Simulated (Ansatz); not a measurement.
## C3H5Al, SMILES CC#[C][AlH2]: a rigid scan of one bond length

Run with Ansatz 0.2.0, Python API.

The script, `scan.py`:
```python
"""Potential curve of C3H5Al along one bond."""

import ansatz
import numpy as np

system = (
    ansatz.Crystal.molecule()
    .atom("C", [0.3873, 1.64, -1.0954])
    .atom("C", [0.0951, 0.4742, -0.3184])
    .atom("C", [-0.1317, -0.5165, 0.3193])
    .atom("Al", [-0.3431, -2.1091, 1.3769])
    .atom("H", [1.034, 2.3474, -0.5754])
    .atom("H", [0.7892, 1.4219, -2.0833])
    .atom("H", [-0.5959, 2.2126, -1.2772])
    .atom("H", [-0.3463, -3.5354, 0.6691])
    .atom("H", [-0.8002, -1.9814, 2.9673])
)

symbols = [site.symbol for site in system.cartesian_sites]
start = np.array([site.position_ang for site in system.cartesian_sites])
axis = (start[7] - start[3]) / np.linalg.norm(start[7] - start[3])
moving = [7]
lengths, energies = [1.401, 1.465, 1.529, 1.592, 1.656, 1.72, 1.783, 1.879], []
for length in lengths:
    xyz = start.copy()
    xyz[moving] += (length - np.linalg.norm(start[7] - start[3])) * axis
    point = ansatz.Crystal.molecule()
    for symbol, place in zip(symbols, xyz):
        point = point.atom(symbol, place.tolist())
    setup = point.calculation().basis(gaussian="def2-SVP").functional("r2scan")
    r = setup.run(threads=1).report
    energies.append(r["free_energy_ev"])
    print(f"r = {length:6.3f} A  E = {energies[-1]:.5f} eV  <S^2> = {abs(r['mean_field']['state']['spin_squared']):.3f}")

# quartic fit about the minimum
fit = np.polynomial.Polynomial.fit(lengths, np.array(energies) - min(energies), 4).convert()
roots = [r.real for r in fit.deriv().roots() if abs(r.imag) < 1e-9 and fit.deriv(2)(r.real) > 0]
r_e = min(roots, key=lambda r: abs(r - lengths[int(np.argmin(energies))]))
print(f"minimum of the fit at {r_e:.4f} A, force constant {fit.deriv(2)(r_e):.2f} eV/A^2")
```

```console
$ python scan.py
r =  1.401 A  E = -9779.92719 eV  <S^2> = 0.000
r =  1.465 A  E = -9780.10793 eV  <S^2> = 0.000
r =  1.529 A  E = -9780.19986 eV  <S^2> = 0.000
r =  1.592 A  E = -9780.22233 eV  <S^2> = 0.000
r =  1.656 A  E = -9780.19140 eV  <S^2> = 0.000
r =  1.720 A  E = -9780.11870 eV  <S^2> = 0.000
r =  1.783 A  E = -9780.01603 eV  <S^2> = 0.000
r =  1.879 A  E = -9779.81696 eV  <S^2> = 0.000
minimum of the fit at 1.5847 A, force constant 13.65 eV/A^2
```

What to keep in mind:
- Total energies depend on the basis set; only differences at equal settings carry meaning.
- The rest of the molecule is held rigid at a force-field or estimated start geometry, and the basis set is modest; single-reference methods fail as a bond breaks.
- The orbitals are restricted, so S² is zero by construction.
- It ran for 27 s on 1 thread of Arm Neoverse V1, on a shared host, peak memory 0.2 GiB.

(Lines on the test bed's own set-up are left out of the output.)
